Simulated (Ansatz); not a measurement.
**CH3BFN: shift of H5 from C3 to N4**

Aim: the minimum-energy path and barrier of the shift of H5 from C3 to N4. The ends are relaxed first, then joined by a nudged elastic band. SMILES of the start: FB1CN1.

All numbers below are computed with Ansatz 0.2.0 (UKS CAM-B3LYP/cc-pVDZ).

## (1) The structure to begin with

Bond lengths: F1–B2 1.458 Å, B2–C3 1.547 Å, B2–N4 1.587 Å, C3–N4 1.359 Å, C3–H5 1.148 Å, C3–H6 1.114 Å, N4–H7 1.014 Å. Angles: F1–B2–C3 148.5°, F1–B2–N4 154.2°, C3–B2–N4 51.4°, B2–C3–N4 65.8°, B2–C3–H5 114.6°, B2–C3–H6 117.2°, N4–C3–H5 110.3°, N4–C3–H6 116.2°, H5–C3–H6 120.4°, B2–N4–C3 62.8°, B2–N4–H7 107.4°, C3–N4–H7 113.9°.

As a file:

```xyz
7

F    -1.0871   -1.9909    0.7121
B    -0.4319   -0.8275    0.1270
C     0.3203    0.5075    0.3378
N    -0.3406    0.4221   -0.8470
H     1.4535    0.4486    0.1664
H    -0.1010    1.2167    1.0864
H     0.2481    0.1556   -1.6284
```

## (2) Relaxing end A

Input file input.yaml:

```yaml
crystal:
  periodic: [false, false, false]
  atoms:
    - { symbol: F, position_ang: [-1.0871, -1.9909, 0.7121] }
    - { symbol: B, position_ang: [-0.4319, -0.8275, 0.127] }
    - { symbol: C, position_ang: [0.3203, 0.5075, 0.3378] }
    - { symbol: "N", position_ang: [-0.3406, 0.4221, -0.847] }
    - { symbol: H, position_ang: [1.4535, 0.4486, 0.1664] }
    - { symbol: H, position_ang: [-0.101, 1.2167, 1.0864] }
    - { symbol: H, position_ang: [0.2481, 0.1556, -1.6284] }
magnetization:
  spin_polarized: true
basis:
  gaussian: { orbitals: cc-pVDZ }
hamiltonian:
  xc: cam_b3lyp
relax:
  f_tol: 0.02
  max_steps: 50
output:
  orbitals: {}
```

Launch:

```bash
ansatz run input.yaml --threads 2 --pin off --max-ram 3072MiB --backend cpu --events-out ev --progress --plain --runs-dir out
```

The program printed, cut to the lines that bear on the results:

```text
Warning: RAYON_NUM_THREADS=2 ignored (pool sized by the plan → 2); use --threads N
[...]
Functional definition: CAM-B3LYP
[...]
750 factors; integrals over basis functions are off by at most 2.7e-4 eV
247 factors; integrals over basis functions are off by at most 9.2e-7 eV
[...]
mean field -5965.43963341 eV, -219.2258630074 hartree, gradient 1.8e-5 eV, S^2 0.000000; 0 other end points of the search recorded, 0 dependent functions left out
[...]
reference -5965.43972847 eV, -219.2258665011 hartree; 15, 15 occupied and 56, 56 virtual orbitals, 750 factors
relax step   1: F+E_penalty+E_count = -5965.43963341 eV  Δ(F+E_penalty+E_count) = +0.000e0 eV  max|allowed force component| = 4.369e0 eV/Å  Δτ_max = 0.0000 Å  (32 SCF iters, accepted)
[...]
relax step   4: F+E_penalty+E_count = -5967.29038547 eV  Δ(F+E_penalty+E_count) = -2.532e-1 eV  max|allowed force component| = 1.658e0 eV/Å  Δτ_max = 0.1997 Å  (31 SCF iters, accepted)
[...]
relax step   7: F+E_penalty+E_count = -5967.41142259 eV  Δ(F+E_penalty+E_count) = -3.127e-2 eV  max|allowed force component| = 1.116e-1 eV/Å  Δτ_max = 0.0530 Å  (32 SCF iters, accepted)
[...]
relax step  10: F+E_penalty+E_count = -5967.42267402 eV  Δ(F+E_penalty+E_count) = +1.643e-3 eV  max|allowed force component| = 3.713e-1 eV/Å  Δτ_max = 0.0216 Å  (33 SCF iters, rejected (line search))
[...]
relax step  13: F+E_penalty+E_count = -5967.42755615 eV  Δ(F+E_penalty+E_count) = -1.277e-4 eV  max|allowed force component| = 9.691e-2 eV/Å  Δτ_max = 0.0173 Å  (33 SCF iters, accepted)
[...]
relax step  14: F+E_penalty+E_count = -5967.42769424 eV  Δ(F+E_penalty+E_count) = -1.381e-4 eV  max|allowed force component| = 7.494e-3 eV/Å  Δτ_max = 0.0035 Å  (26 SCF iters, accepted)
750 factors; integrals over basis functions are off by at most 3.0e-4 eV
247 factors; integrals over basis functions are off by at most 6.6e-7 eV
mean field -5967.42769424 eV, -219.2989228956 hartree, gradient 1.6e-5 eV, S^2 0.000000; 1 other end points of the search recorded, 0 dependent functions left out
[...]
reference -5967.42779123 eV, -219.2989264600 hartree; 15, 15 occupied and 56, 56 virtual orbitals, 750 factors
Total energy: -5967.42779123 eV, -219.2989264600 hartree
Atom 0 at    -1.047302    -1.918531     0.559737 Å, force     0.002438     0.004430    -0.003166 eV/Å
Atom 1 at    -0.437654    -0.802459     0.190208 Å, force    -0.004496    -0.007494     0.004497 eV/Å
Atom 2 at     0.404520     0.469269     0.450321 Å, force     0.003517     0.006576    -0.003016 eV/Å
Atom 3 at    -0.169664    -0.000297    -0.855896 Å, force    -0.001947    -0.003632     0.003653 eV/Å
Atom 4 at     1.499237     0.435643     0.535650 Å, force     0.001248    -0.001887     0.000205 eV/Å
Atom 5 at    -0.036381     1.383747     0.870124 Å, force    -0.002097    -0.000623     0.000494 eV/Å
Atom 6 at    -0.151456     0.364728    -1.795845 Å, force     0.001338     0.002629    -0.002667 eV/Å
Dipole moment:     0.111429     0.269967    -0.250251 e Å
```

Run time: 18 s. Hardware: 2 threads of Intel Xeon 6975P-C (Granite Rapids), shared host; peak memory 0.2 GiB.

Relaxation path:

```tsv
step	energy from step 1 (eV)	largest force component (eV/Å)
1	0.0000	4.3688
2	-1.3637	3.0180
3	-1.5976	4.4631
4	-1.8508	1.6577
5x	-1.8390	1.2868
6	-1.9405	0.6380
7	-1.9718	0.1116
8	-1.9745	0.5518
9	-1.9847	0.3704
10x	-1.9830	0.3713
11	-1.9874	0.1240
12	-1.9878	0.0381
13	-1.9879	0.0969
14	-1.9881	0.0075
```

Step 1 is the start. 2 steps were tried and not accepted (marked x).

After: Bond lengths: F1–B2 1.324 Å, B2–C3 1.547 Å, B2–N4 1.345 Å, C3–N4 1.502 Å, C3–H5 1.099 Å, C3–H6 1.099 Å, N4–H7 1.009 Å. Angles: F1–B2–C3 153.7°, F1–B2–N4 144.2°, C3–B2–N4 62.1°, B2–C3–N4 52.3°, B2–C3–H5 122.0°, B2–C3–H6 122.0°, N4–C3–H5 116.0°, N4–C3–H6 116.0°, H5–C3–H6 113.3°, B2–N4–C3 65.6°, B2–N4–H7 160.8°, C3–N4–H7 133.7°.

## (3) End point B

The second end starts from a geometry with the move made by hand.

Edit input.yaml of step 2 so:

```diff
@@ -7,3 +7,3 @@
     - { symbol: "N", position_ang: [-0.3406, 0.4221, -0.847] }
-    - { symbol: H, position_ang: [1.4535, 0.4486, 0.1664] }
+    - { symbol: H, position_ang: [-0.64425, 1.36769, -1.15563] }
     - { symbol: H, position_ang: [-0.101, 1.2167, 1.0864] }
@@ -19,3 +19 @@
   max_steps: 50
-output:
-  orbitals: {}
```

Launch:

```bash
ansatz run input.yaml --threads 2 --pin off --max-ram 3072MiB --backend cpu --events-out ev --progress --plain --runs-dir out
```

The program printed, cut to the lines that bear on the results:

```text
Warning: RAYON_NUM_THREADS=2 ignored (pool sized by the plan → 2); use --threads N
[...]
[... 1 set-up line as earlier in the session ...]
[...]
751 factors; integrals over basis functions are off by at most 3.7e-4 eV
247 factors; integrals over basis functions are off by at most 8.3e-7 eV
[...]
mean field -5963.27408520 eV, -219.1462805787 hartree, gradient 2.2e-6 eV, S^2 0.000000; 1 other end points of the search recorded, 0 dependent functions left out
[...]
reference -5963.27418286 eV, -219.1462841678 hartree; 15, 15 occupied and 56, 56 virtual orbitals, 751 factors
relax step   1: F+E_penalty+E_count = -5963.27408520 eV  Δ(F+E_penalty+E_count) = +0.000e0 eV  max|allowed force component| = 5.900e0 eV/Å  Δτ_max = 0.0000 Å  (63 SCF iters, accepted)
[...]
relax step   3: F+E_penalty+E_count = -5965.63546948 eV  Δ(F+E_penalty+E_count) = -7.899e-1 eV  max|allowed force component| = 1.933e0 eV/Å  Δτ_max = 0.1930 Å  (38 SCF iters, accepted)
[...]
mean field -5966.11841009 eV, -219.2508075904 hartree, gradient 5.4e-5 eV, S^2 0.000000; 1 other end points of the search recorded, 0 dependent functions left out
[...]
reference -5966.11851015 eV, -219.2508112676 hartree; 15, 15 occupied and 56, 56 virtual orbitals, 751 factors
Total energy: -5966.11851015 eV, -219.2508112676 hartree
Atom 0 at    -1.082168    -1.907684     0.293625 Å, force    -0.001066    -0.002629     0.000476 eV/Å
Atom 1 at    -0.550953    -0.690324     0.289557 Å, force     0.000728    -0.003433    -0.000982 eV/Å
Atom 2 at     0.037045     0.504078     0.626429 Å, force    -0.000356     0.004278     0.001085 eV/Å
Atom 3 at    -0.314960     0.364560    -0.861943 Å, force     0.002251    -0.000179    -0.001234 eV/Å
Atom 4 at    -1.073638     0.934721    -1.242313 Å, force    -0.000145     0.002555    -0.000075 eV/Å
Atom 5 at     0.502602     1.373817     1.065926 Å, force     0.000306     0.000712     0.000603 eV/Å
Atom 6 at     0.445623     0.272022    -1.539012 Å, force    -0.001718    -0.001303     0.000128 eV/Å
Dipole moment:     0.069365     0.396855    -0.531583 e Å
```

It took 15 s on 2 threads of Intel Xeon 6975P-C (Granite Rapids), shared host; peak memory 0.2 GiB.

Step by step:

```tsv
step	energy from step 1 (eV)	largest force component (eV/Å)
1	0.0000	5.8997
2	-1.5715	3.3901
3	-2.3614	1.9328
4	-2.6157	0.8819
5	-2.7978	0.6655
6	-2.8366	0.4544
7	-2.8401	0.3040
8x	-2.8350	0.5190
9	-2.8442	0.0491
10	-2.8443	0.0417
11	-2.8443	0.0043
```

Step 1 is the start. 1 step was tried and not accepted (marked x).

After: Bond lengths: F1–B2 1.328 Å, B2–C3 1.373 Å, B2–N4 1.579 Å, C3–N4 1.536 Å, N4–H5 1.022 Å, C3–H6 1.080 Å, N4–H7 1.022 Å. Angles: F1–B2–C3 165.4°, F1–B2–N4 132.4°, C3–B2–N4 62.2°, B2–C3–N4 65.5°, B2–C3–H6 170.0°, N4–C3–H6 124.5°, B2–N4–C3 52.3°, B2–N4–H5 122.2°, B2–N4–H7 122.2°, C3–N4–H5 118.7°, C3–N4–H7 118.7°, H5–N4–H7 110.9°.

## (4) Nudged elastic band

crystal.atoms is end A as relaxed above, and neb.final_atoms is end B, turned to lie on A. With 9 inner images the band has 11 in all. The start path is listed, through a guess of the saddle.

Input file input.yaml:

```yaml
crystal:
  periodic: [false, false, false]
  atoms:
    - { symbol: F, position_ang: [-1.047302, -1.918531, 0.559737] }
    - { symbol: B, position_ang: [-0.437654, -0.802459, 0.190208] }
    - { symbol: C, position_ang: [0.40452, 0.469269, 0.450321] }
    - { symbol: "N", position_ang: [-0.169664, -0.000297, -0.855896] }
    - { symbol: H, position_ang: [1.499237, 0.435643, 0.53565] }
    - { symbol: H, position_ang: [-0.036381, 1.383747, 0.870124] }
    - { symbol: H, position_ang: [-0.151456, 0.364728, -1.795845] }
magnetization:
  spin_polarized: true
basis:
  gaussian: { orbitals: cc-pVDZ }
hamiltonian:
  xc: cam_b3lyp
neb:
  order_check: false
  images: 9
  f_tol: 0.05
  max_iterations: 60
  final_atoms:
    - { symbol: F, position_ang: [-1.06218548, -1.92333523, 0.41093628] }
    - { symbol: B, position_ang: [-0.38480521, -0.78160517, 0.45312287] }
    - { symbol: C, position_ang: [0.32112152, 0.33120357, 0.83931545] }
    - { symbol: "N", position_ang: [0.06365103, 0.23254875, -0.67151219] }
    - { symbol: H, position_ang: [-0.5885418, 0.89169823, -1.1022368] }
    - { symbol: H, position_ang: [0.8580425, 1.1374013, 1.31692193] }
    - { symbol: H, position_ang: [0.85401744, 0.04418855, -1.29224853] }
  initial_path:
    images:
      - { positions_ang: [[-1.047302, -1.918531, 0.559737], [-0.437654, -0.802459, 0.190208], [0.40452, 0.469269, 0.450321], [-0.169664, -0.000297, -0.855896], [1.499237, 0.435643, 0.53565], [-0.036381, 1.383747, 0.870124], [-0.151456, 0.364728, -1.795845]] }
      - { positions_ang: [[-1.112042, -1.92446797, 0.573529], [-0.44767348, -0.81863081, 0.18603855], [0.41129207, 0.43641989, 0.46415491], [-0.1570492, 0.07410022, -0.82952703], [1.40334305, 0.54833424, 0.34030757], [-0.01704705, 1.31570204, 0.94866157], [-0.01952339, 0.30064239, -1.72886557]] }
      - { positions_ang: [[-1.176782, -1.93040493, 0.587321], [-0.45769296, -0.83480263, 0.18186911], [0.41806415, 0.40357077, 0.47798882], [-0.14443441, 0.14849744, -0.80315806], [1.3074491, 0.66102549, 0.14496514], [0.00228689, 1.24765709, 1.02719914], [0.11240923, 0.23655678, -1.66188615]] }
      - { positions_ang: [[-1.241522, -1.9363419, 0.60111299], [-0.46771245, -0.85097444, 0.17769966], [0.42483622, 0.37072166, 0.49182274], [-0.13181961, 0.22289465, -0.77678909], [1.21155515, 0.77371673, -0.05037729], [0.02162084, 1.17961213, 1.10573671], [0.24434184, 0.17247117, -1.59490672]] }
      - { positions_ang: [[-1.306262, -1.94227887, 0.61490499], [-0.47773193, -0.86714626, 0.17353022], [0.43160829, 0.33787255, 0.50565665], [-0.11920482, 0.29729187, -0.75042012], [1.1156612, 0.88640798, -0.24571972], [0.04095479, 1.11156718, 1.18427428], [0.37627446, 0.10838555, -1.5279273]] }
      - { positions_ang: [[-1.371002, -1.94821584, 0.62869699], [-0.48775141, -0.88331807, 0.16936077], [0.43838037, 0.30502343, 0.51949056], [-0.10659002, 0.37168909, -0.72405115], [1.01976726, 0.99909922, -0.44106215], [0.06028874, 1.04352222, 1.26281186], [0.50820707, 0.04429994, -1.46094787]] }
      - { positions_ang: [[-1.3092387, -1.94323972, 0.58514485], [-0.46716217, -0.86297549, 0.22611319], [0.4149286, 0.31025946, 0.58345554], [-0.07254181, 0.34386102, -0.71354336], [0.69810544, 0.97761902, -0.57329708], [0.21983949, 1.06229804, 1.27363387], [0.57736915, 0.04427767, -1.427208]] }
      - { positions_ang: [[-1.24747539, -1.9382636, 0.5415927], [-0.44657293, -0.84263291, 0.28286561], [0.39147683, 0.31549549, 0.64742052], [-0.0384936, 0.31603295, -0.70303557], [0.37644363, 0.95613882, -0.70553201], [0.37939024, 1.08107385, 1.28445589], [0.64653122, 0.04425539, -1.39346814]] }
      - { positions_ang: [[-1.18571209, -1.93328747, 0.49804056], [-0.42598369, -0.82229033, 0.33961803], [0.36802506, 0.32073151, 0.71138549], [-0.00444539, 0.28820489, -0.69252778], [0.05478182, 0.93465862, -0.83776694], [0.53894099, 1.09984967, 1.2952779], [0.71569329, 0.04423311, -1.35972827]] }
      - { positions_ang: [[-1.12394879, -1.92831135, 0.45448842], [-0.40539445, -0.80194775, 0.39637045], [0.34457329, 0.32596754, 0.77535047], [0.02960282, 0.26037682, -0.68201999], [-0.26687999, 0.91317843, -0.97000187], [0.69849175, 1.11862548, 1.30609992], [0.78485536, 0.04421083, -1.3259884]] }
      - { positions_ang: [[-1.06218548, -1.92333523, 0.41093628], [-0.38480521, -0.78160517, 0.45312287], [0.32112152, 0.33120357, 0.83931545], [0.06365103, 0.23254875, -0.67151219], [-0.5885418, 0.89169823, -1.1022368], [0.8580425, 1.1374013, 1.31692193], [0.85401744, 0.04418855, -1.29224853]] }
```

Launch:

```bash
ansatz run input.yaml --threads 2 --pin off --max-ram 3072MiB --backend cpu --events-out ev --progress --plain --runs-dir out
```

The program printed, cut to the lines that bear on the results:

```text
Warning: RAYON_NUM_THREADS=2 ignored (pool sized by the plan → 2); use --threads N
[...]
[... 1 set-up line as earlier in the session ...]
[...]
747 factors; integrals over basis functions are off by at most 3.3e-4 eV
247 factors; integrals over basis functions are off by at most 6.6e-7 eV
[...]
mean field -5967.42769787 eV, -219.2989230290 hartree, gradient 5.7e-5 eV, S^2 0.000000; 0 other end points of the search recorded, 0 dependent functions left out
[...]
reference -5967.42779546 eV, -219.2989266155 hartree; 15, 15 occupied and 56, 56 virtual orbitals, 747 factors
747 factors; integrals over basis functions are off by at most 6.8e-4 eV
247 factors; integrals over basis functions are off by at most 5.7e-7 eV
[...]
mean field -5966.11840222 eV, -219.2508073012 hartree, gradient 1.2e-5 eV, S^2 0.000000; 0 other end points of the search recorded, 0 dependent functions left out
[...]
NEB iter  23: max|band force component| = 4.993e-2 eV/Å  barrier→ = 3.0084 eV  barrier← = 1.6991 eV  CI = image 5  Δτ_max = 0.0000 Å  (770 SCF iters)
Total energy: -5964.41937558 eV, -219.1883692240 hartree
Atom 0 at    -1.177921    -1.704814     0.414807 Å, force     0.000099     0.000084    -0.000008 eV/Å
Atom 1 at    -0.397292    -0.660324     0.220961 Å, force    -0.000028    -0.000072     0.000031 eV/Å
Atom 2 at     0.622184     0.249655     0.810628 Å, force    -0.000160    -0.000017     0.000022 eV/Å
Atom 3 at    -0.237440     0.256285    -0.893339 Å, force    -0.000018    -0.000002    -0.000020 eV/Å
Atom 4 at     0.737473     0.863629    -0.346127 Å, force     0.000052    -0.000004    -0.000015 eV/Å
Atom 5 at     0.082254     1.082206     1.305525 Å, force     0.000064    -0.000002     0.000001 eV/Å
Atom 6 at     0.432041    -0.154538    -1.558157 Å, force    -0.000009     0.000014    -0.000010 eV/Å
Dipole moment:     0.053021     0.072349    -0.207227 e Å
this run last wrote the band of iteration 23 to <dir>
```

It took 4.2 min on 2 threads of Intel Xeon 6975P-C (Granite Rapids), shared host; peak memory 0.22 GiB.

## (5) What the band shows

Images 0 and 10 are the ends. Energies count from image 0; the path length is the program's own measure over all atoms.

```tsv
image	path (Å)	energy (eV)	H5–C3 (Å)	H5–N4 (Å)	band force (eV/Å)
0	0.000	0.0000	1.10	2.22	-
1	0.422	0.0513	1.10	2.22	0.000
2	0.845	0.3381	1.09	2.18	0.000
3	1.267	0.9632	1.07	2.04	0.000
4	1.689	2.0801	1.10	1.71	0.000
5*	2.111	3.0084	1.31	1.27	0.000
6	2.867	2.1191	2.13	1.03	0.003
7	3.622	1.6202	2.65	1.01	0.032
8	4.378	1.8483	2.64	1.01	0.050
9	5.134	1.9425	2.46	1.01	0.029
10	5.889	1.3093	2.22	1.02	-
```

The star marks the climbing image.

image, energy (eV) and a bar:
```
        0      0.000 
        1      0.051 #
        2      0.338 ###
        3      0.963 ##########
        4      2.080 #####################
        5      3.008 ##############################
        6      2.119 #####################
        7      1.620 ################
        8      1.848 ##################
        9      1.943 ###################
       10      1.309 #############
```

The top of the band by iteration:

```tsv
iteration	highest image above image 0 (eV)	largest band force (eV/Å)
1	9.8619	55.504
3	3.4460	4.386
5	3.0459	1.304
7	3.1108	4.698
9	2.8328	0.796
11	3.0593	0.960
13	3.0143	0.257
15	3.0088	0.348
17	3.0084	0.437
19	3.0084	0.136
21	3.0084	0.057
23	3.0084	0.050
```

The band as a trajectory file:

```xyz
7
image=0 dE=0.0000
F    -1.047   -1.919    0.560
B    -0.438   -0.802    0.190
C     0.405    0.469    0.450
N    -0.170    0.000   -0.856
H     1.499    0.436    0.536
H    -0.036    1.384    0.870
H    -0.151    0.365   -1.796
7
image=1 dE=0.0513
F    -0.999   -1.934    0.508
B    -0.468   -0.766    0.188
C     0.377    0.485    0.455
N    -0.363    0.139   -0.826
H     1.472    0.459    0.387
H    -0.002    1.362    0.992
H     0.044    0.187   -1.749
7
image=2 dE=0.3381
F    -1.072   -1.872    0.511
B    -0.439   -0.771    0.160
C     0.392    0.461    0.450
N    -0.441    0.185   -0.843
H     1.433    0.632    0.182
H    -0.003    1.227    1.127
H     0.191    0.071   -1.633
7
image=3 dE=0.9632
F    -1.141   -1.792    0.521
B    -0.410   -0.770    0.133
C     0.439    0.408    0.514
N    -0.455    0.169   -0.889
H     1.277    0.805   -0.027
H     0.034    1.119    1.248
H     0.316   -0.007   -1.545
7
image=4 dE=2.0801
F    -1.167   -1.734    0.483
B    -0.398   -0.718    0.156
C     0.547    0.337    0.656
N    -0.389    0.178   -0.916
H     1.002    0.871   -0.196
H     0.073    1.087    1.306
H     0.394   -0.088   -1.535
7
image=5 dE=3.0084
F    -1.178   -1.705    0.415
B    -0.397   -0.660    0.221
C     0.622    0.250    0.811
N    -0.237    0.256   -0.893
H     0.737    0.864   -0.346
H     0.082    1.082    1.306
H     0.432   -0.155   -1.558
7
image=6 dE=2.1191
F    -1.061   -1.697    0.304
B    -0.339   -0.575    0.247
C     0.513    0.122    1.279
N    -0.086    0.202   -0.928
H     0.541    0.974   -0.673
H     0.191    1.161    1.472
H     0.303   -0.256   -1.746
7
image=7 dE=1.6202
F    -0.848   -1.690    0.278
B    -0.195   -0.510    0.235
C     0.346    0.169    1.500
N     0.057    0.116   -0.992
H     0.590    0.975   -1.012
H     0.176    1.198    1.840
H    -0.065   -0.326   -1.894
7
image=8 dE=1.8483
F    -0.870   -1.751    0.306
B    -0.289   -0.536    0.264
C     0.346    0.171    1.430
N    -0.029    0.104   -0.973
H     0.072    1.108   -1.018
H     0.481    1.214    1.721
H     0.350   -0.379   -1.776
7
image=9 dE=1.9425
F    -0.990   -1.824    0.350
B    -0.368   -0.646    0.366
C     0.481    0.204    1.109
N     0.071    0.169   -0.787
H    -0.332    1.057   -1.051
H     0.570    1.214    1.505
H     0.629   -0.242   -1.537
7
image=10 dE=1.3093
F    -1.062   -1.923    0.411
B    -0.385   -0.782    0.453
C     0.321    0.331    0.839
N     0.064    0.233   -0.672
H    -0.589    0.892   -1.102
H     0.858    1.137    1.317
H     0.854    0.044   -1.292
```

[end of part 1 of 2]
